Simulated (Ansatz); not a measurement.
# GeAs+ (singlet): from Hartree-Fock to the top rungs, cc-pVDZ, part 2 of 2

Ansatz 0.2.0, Gaussian basis; cc-pVDZ, core rule «outside noble gas», up to 28 orbitals frozen.

## 8. CCSDT(Q) on UHF

The input, in.yaml:

```yaml
crystal:
  periodic: [false, false, false]
  atoms:
    - {symbol: Ge, position_ang: [0.000000, 0.000000, 0.000000]}
    - {symbol: As, position_ang: [0.000000, 0.000000, 2.416100]}
basis:
  gaussian: {orbitals: cc-pVDZ}
total_charge: 1
magnetization: {spin_polarized: true, initial_magnetization: 0}
correlation: {method: ccsdt_q, electrons: outside_noble_gas}
```

Launch:

```bash
> ansatz run in.yaml --threads 1 --pin off --events-out ev --progress --plain --max-ram 2393MiB
```

What it wrote (excerpt; [...] marks lines left out):

```text
Functional definition: HF
  name "HF"
  cite "Fock, Z. Phys. 61, 126 (1930) doi:10.1007/BF01340294"
  parent pbe
[...]
1048 factors; integrals over basis functions are off by at most 1.3e-7 eV
[...]
mean field -117259.54058496 eV, -4309.2086351259 hartree, gradient 3.3e-6 eV, S^2 1.014634; 29 other end points of the search recorded, 0 dependent functions left out
determinant -117259.54058496 eV, -4309.2086351259 hartree, with singles and doubles -117263.59921488 eV, -4309.3577870247 hartree
determinant -117259.17788933 eV, -4309.1953063073 hartree, with singles and doubles -117263.00439724 eV, -4309.3359278793 hartree
determinant -117258.87321405 eV, -4309.1841096975 hartree, with singles and doubles -117262.91921489 eV, -4309.3327974858 hartree
determinant -117258.60936366 eV, -4309.1744133745 hartree, with singles and doubles -117263.01376701 eV, -4309.3362722122 hartree
[...]
determinant -117256.19004549 eV, -4309.0855050714 hartree, with singles and doubles -117261.79092768 eV, -4309.2913336957 hartree
determinant -117256.04947069 eV, -4309.0803390430 hartree, with singles and doubles -117260.89945159 eV, -4309.2585725534 hartree
28 core orbitals not correlated: weight in the atoms' cores, before any rotation towards them, 1.000 or more for the frozen orbitals, at most 0.000 for the correlated occupied ones
reference -117259.54058496 eV, -4309.2086351259 hartree; 4, 4 occupied and 22, 22 virtual orbitals, 1048 factors
second order -3.14800266 eV of doubles, -0.00000000 eV of singles
cycle   1  -3.71578889 eV  change   -5.7e-1 eV  update   9.9e-2
[...]
cycle  28  -4.50824244 eV  change   -8.0e-8 eV  update   1.2e-7
perturbative correction -0.07787853 eV, -0.0028619832 hartree
WARN: the results are in doubt because among natural orbitals full CI differs from the method by +0.852 eV
Total energy: -117264.12670592 eV, -4309.3771719628 hartree
In doubt: among natural orbitals full CI differs from the method by +0.852 eV
```

Run time: 77 s. Hardware: 1 thread of Arm Neoverse V1, shared host.

From the report: ⟨S²⟩ of the determinant 1.015 (pure singlet: 0.00); correlation -4.5861 eV; T1 0.028; largest double amplitude 0.61. The determinant is far from a pure spin state, so its energy mixes those of several spin states (harmless only where they are near-degenerate, as at dissociation). The program marks this result as in doubt; its last lines say why.

## 9. CCSDTQ on RHF

in.yaml: that of step 8 with these lines changed.

```diff
@@ -8,3 +8,3 @@
 total_charge: 1
-magnetization: {spin_polarized: true, initial_magnetization: 0}
-correlation: {method: ccsdt_q, electrons: outside_noble_gas}
+magnetization: {spin_polarized: false}
+correlation: {method: ccsdtq, electrons: outside_noble_gas}
```

Launched as before.

What it wrote (excerpt; [...] marks lines left out):

```text
Functional definition: HF
  name "HF"
  cite "Fock, Z. Phys. 61, 126 (1930) doi:10.1007/BF01340294"
  parent pbe
[...]
1048 factors; integrals over basis functions are off by at most 1.3e-7 eV
[...]
mean field -117258.45214321 eV, -4309.1686356296 hartree, gradient 1.8e-6 eV, S^2 0.000000; 7 other end points of the search recorded, 0 dependent functions left out; unrestricted orbitals would lower it
[...]
determinant -117258.45214321 eV, -4309.1686356296 hartree, with singles and doubles -117262.99247906 eV, -4309.3354898942 hartree
determinant -117256.19004550 eV, -4309.0855050721 hartree, with singles and doubles -117261.79529742 eV, -4309.2914942805 hartree
[...]
unrestricted determinant -117259.54058495 eV, -4309.2086351256 hartree, S^2 1.0146
28 core orbitals not correlated: weight in the atoms' cores, before any rotation towards them, 1.000 or more for the frozen orbitals, at most 0.000 for the correlated occupied ones
reference -117258.45214321 eV, -4309.1686356296 hartree; 4, 4 occupied and 22, 22 virtual orbitals, 1048 factors
second order -3.59277823 eV of doubles, -0.00000000 eV of singles
cycle   1  -4.16551875 eV  change   -5.7e-1 eV  update   1.1e-1
[...]
cycle  37  -4.95987751 eV  change   -5.7e-9 eV  update   6.7e-7
WARN: these amplitudes may be one of several solutions (largest doubles amplitude 0.94, level shift 0.00 eV)
Total energy: -117263.41202072 eV, -4309.3509077661 hartree
```

Run time: 68 s. Hardware: 1 thread of Arm Neoverse V1, shared host; peak memory 0.27 GiB.

From the report: correlation -4.9599 eV; T1 0.028; largest double amplitude 0.94. The report flags that the cluster equations may have other roots.

## 10. CASSCF and MRCISD+Q, 8 electrons in 8 orbitals

in.yaml: that of step 9 with these lines changed.

```diff
@@ -8,3 +8,2 @@
 total_charge: 1
-magnetization: {spin_polarized: false}
-correlation: {method: ccsdtq, electrons: outside_noble_gas}
+correlation: {method: fic_mrcisd_q, electrons: outside_noble_gas, active_space: {window: {electrons: 8, orbitals: 8}, shells: [{species: As, l: s, shell: 4}, {species: As, l: p, shell: 4}, {species: Ge, l: s, shell: 4}, {species: Ge, l: p, shell: 4}]}}
```

Launched as before.

What it wrote (excerpt; [...] marks lines left out):

```text
Functional definition: HF
  name "HF"
  cite "Fock, Z. Phys. 61, 126 (1930) doi:10.1007/BF01340294"
  parent pbe
[...]
1048 factors; integrals over basis functions are off by at most 1.3e-7 eV
[...]
mean field -117258.45214321 eV, -4309.1686356296 hartree, gradient 1.8e-6 eV, S^2 0.000000; 6 other end points of the search recorded, 0 dependent functions left out; unrestricted orbitals would lower it
reference -117258.45214321 eV, -4309.1686356296 hartree; 32, 32 occupied and 22, 22 virtual orbitals, 1048 factors
state -117260.48625519 eV, -4309.2433878660 hartree
contracted CI cycle   1: correlation 0.00000000 eV, 0.0000000000 hartree, residual 1.07e1 eV
contracted CI cycle   2: correlation -2.62373738 eV, -0.0964205703 hartree, residual 2.25e0 eV
contracted CI cycle   3: correlation -2.72438479 eV, -0.1001192944 hartree, residual 4.23e-1 eV
contracted CI cycle   4: correlation -2.72806755 eV, -0.1002546332 hartree, residual 8.88e-2 eV
contracted CI cycle   5: correlation -2.72823305 eV, -0.1002607153 hartree, residual 2.06e-2 eV
contracted CI cycle   6: correlation -2.72824165 eV, -0.1002610314 hartree, residual 4.48e-3 eV
contracted CI cycle   7: correlation -2.72824206 eV, -0.1002610464 hartree, residual 9.64e-4 eV
contracted CI cycle   8: correlation -2.72824208 eV, -0.1002610471 hartree, residual 2.02e-4 eV
state -117260.48625519 eV, -4309.2433878660 hartree; corrected -117263.40511143 eV, -4309.3506538543 hartree
Total energy: -117263.40511143 eV, -4309.3506538543 hartree
Checks for a lower state left out: starts, orbital_swaps
```

Run time: 11 s. Hardware: 1 thread of Arm Neoverse V1, shared host.

From the report: 1,284 determinants; active occupations 1.99, 1.96, 1.93, 1.50, 0.46, 0.08, 0.05, 0.04.

## 11. CASSCF and NEVPT4(SD), 8 electrons in 8 orbitals

The input, in.yaml:

```yaml
crystal:
  periodic: [false, false, false]
  atoms:
    - {symbol: Ge, position_ang: [0.000000, 0.000000, 0.000000]}
    - {symbol: As, position_ang: [0.000000, 0.000000, 2.416100]}
basis:
  gaussian: {orbitals: cc-pVDZ}
total_charge: 1
correlation: {method: fic_nevpt4_sd, electrons: outside_noble_gas, active_space: {window: {electrons: 8, orbitals: 8}, shells: [{species: As, l: s, shell: 4}, {species: As, l: p, shell: 4}, {species: Ge, l: s, shell: 4}, {species: Ge, l: p, shell: 4}]}}
```

Same command.

What it wrote (excerpt; [...] marks lines left out):

```text
Functional definition: HF
  name "HF"
  cite "Fock, Z. Phys. 61, 126 (1930) doi:10.1007/BF01340294"
  parent pbe
[...]
1048 factors; integrals over basis functions are off by at most 1.3e-7 eV
[...]
mean field -117258.45214321 eV, -4309.1686356296 hartree, gradient 1.8e-6 eV, S^2 0.000000; 6 other end points of the search recorded, 0 dependent functions left out; unrestricted orbitals would lower it
reference -117258.45214321 eV, -4309.1686356296 hartree; 32, 32 occupied and 22, 22 virtual orbitals, 1048 factors
state -117260.48625519 eV, -4309.2433878660 hartree
state -117260.48625519 eV, -4309.2433878660 hartree; corrected -117263.34356015 eV, -4309.3483918865 hartree
Total energy: -117263.34356015 eV, -4309.3483918865 hartree
Checks for a lower state left out: starts, orbital_swaps
```

It took 11 s on 1 thread of Arm Neoverse V1, shared host.

From the report: 1,284 determinants; active occupations 1.99, 1.96, 1.93, 1.50, 0.46, 0.08, 0.05, 0.04.

## 12. CASSCF and NEVPT2, 8 electrons in 8 orbitals

The input, in.yaml:

```yaml
crystal:
  periodic: [false, false, false]
  atoms:
    - {symbol: Ge, position_ang: [0.000000, 0.000000, 0.000000]}
    - {symbol: As, position_ang: [0.000000, 0.000000, 2.416100]}
basis:
  gaussian: {orbitals: cc-pVDZ}
total_charge: 1
correlation: {method: sc_nevpt2, electrons: outside_noble_gas, active_space: {window: {electrons: 8, orbitals: 8}, shells: [{species: As, l: s, shell: 4}, {species: As, l: p, shell: 4}, {species: Ge, l: s, shell: 4}, {species: Ge, l: p, shell: 4}]}}
```

Launched as before.

What it wrote (excerpt; [...] marks lines left out):

```text
Functional definition: HF
  name "HF"
  cite "Fock, Z. Phys. 61, 126 (1930) doi:10.1007/BF01340294"
  parent pbe
[...]
1048 factors; integrals over basis functions are off by at most 1.3e-7 eV
[...]
mean field -117258.45214321 eV, -4309.1686356296 hartree, gradient 1.8e-6 eV, S^2 0.000000; 6 other end points of the search recorded, 0 dependent functions left out; unrestricted orbitals would lower it
reference -117258.45214321 eV, -4309.1686356296 hartree; 32, 32 occupied and 22, 22 virtual orbitals, 1048 factors
state -117260.48625519 eV, -4309.2433878660 hartree
state -117260.48625519 eV, -4309.2433878660 hartree; corrected -117262.74600509 eV, -4309.3264321432 hartree
Total energy: -117262.74600509 eV, -4309.3264321432 hartree
Checks for a lower state left out: starts, orbital_swaps
```

It took 11 s on 1 thread of Arm Neoverse V1, shared host.

From the report: 1,284 determinants; active occupations 1.99, 1.96, 1.93, 1.50, 0.46, 0.08, 0.05, 0.04.

## 13. Natural occupations

Natural occupations of the CASSCF valence state about the gap (report; correlated orbitals 1 to 8): 1.986, 1.962, 1.928, 1.497, 0.457, 0.076, 0.049, 0.045. The count of effectively unpaired electrons, Σ n²(2 − n)², is 1.13; a single determinant of this spin has 0.

## 14. Misses and costs

No level here is safe as a reference; RCCSDT(Q) serves as a yardstick only. Rows without a time come out of other runs: HF, MP2 and CCSD of CCSD(T), CCSDT of CCSDT(Q), CASSCF and MRCISD of the multireference runs. The times of RCCSD(T), UCCSD(T) include forces.

| method | energy from the lowest RHF (meV) | from RCCSDT(Q) (meV) | time |
| --- | --- | --- | --- |
| RHF | 0.0 | +4959.8 |  |
| UHF | -1088.4 | +3871.4 |  |
| RMP2 | -3592.8 | +1367.0 |  |
| UMP2 | -4236.4 | +723.4 |  |
| CISD | -4167.7 | +792.1 | 4.1 s |
| RCCSD | -4543.8 | +416.0 |  |
| UCCSD | -5160.5 | -200.7 |  |
| RCCSD(T) | -4764.5 | +195.3 | 20 s |
| UCCSD(T) | -5372.7 | -412.9 | 65 s |
| BCCD(T) | -4760.1 | +199.7 | 19 s |
| RCCSDT | -4881.9 | +77.9 |  |
| UCCSDT | -5596.7 | -636.9 |  |
| RCCSDT(Q) | -4959.8 | 0 | 21 s |
| UCCSDT(Q) | -5674.6 | -714.8 | 77 s |
| RCCSDTQ | -4959.9 | -0.1 | 68 s |
| CASSCF valence | -2034.2 | +2925.6 |  |
| NEVPT2 valence | -4293.9 | +665.9 | 11 s |
| NEVPT4(SD) valence | -4891.5 | +68.3 | 11 s |
| MRCISD valence | -4762.4 | +197.4 |  |
| MRCISD+Q valence | -4953.0 | +6.8 | 11 s |

Among the levels timed on like hardware and quicker than the yardstick, those that no quicker one beats, quickest first: CISD (4.1 s, +792.1 meV); NEVPT2 valence (11 s, +665.9 meV); MRCISD+Q valence (11 s, +6.8 meV).

The program flags UCCSD(T), RCCSDT(Q), UCCSDT(Q), RCCSDTQ as in doubt (see the logs), so the zero of the table is itself unsure.

## 15. Summary of results

The summary covers parts 1 to 2.

```
                         quantity        value
   RCCSDT(Q) below the RHF energy   -4.9598 eV
              RMP2 from RCCSDT(Q)  +1367.0 meV
              UMP2 from RCCSDT(Q)   +723.4 meV
             RCCSD from RCCSDT(Q)   +416.0 meV
          RCCSD(T) from RCCSDT(Q)   +195.3 meV
          UCCSD(T) from RCCSDT(Q)   -412.9 meV
         UCCSDT(Q) from RCCSDT(Q)   -714.8 meV
    NEVPT2 valence from RCCSDT(Q)   +665.9 meV
NEVPT4(SD) valence from RCCSDT(Q)    +68.3 meV
  MRCISD+Q valence from RCCSDT(Q)     +6.8 meV
                    T1 diagnostic        0.033
   effectively unpaired electrons         1.13
```

What this shows: RCCSD(T) misses by +195.3 meV, 3.9 % of the correlation energy. CCSD(T) misses by +195.3 meV on the restricted determinant and by -412.9 meV on the unrestricted one; the two need not hold the same state or core. With 1.1 effectively unpaired electrons against 0 the state is strongly multireference. Warnings: restricted reference is unstable; spin contamination; large T1 diagnostic.
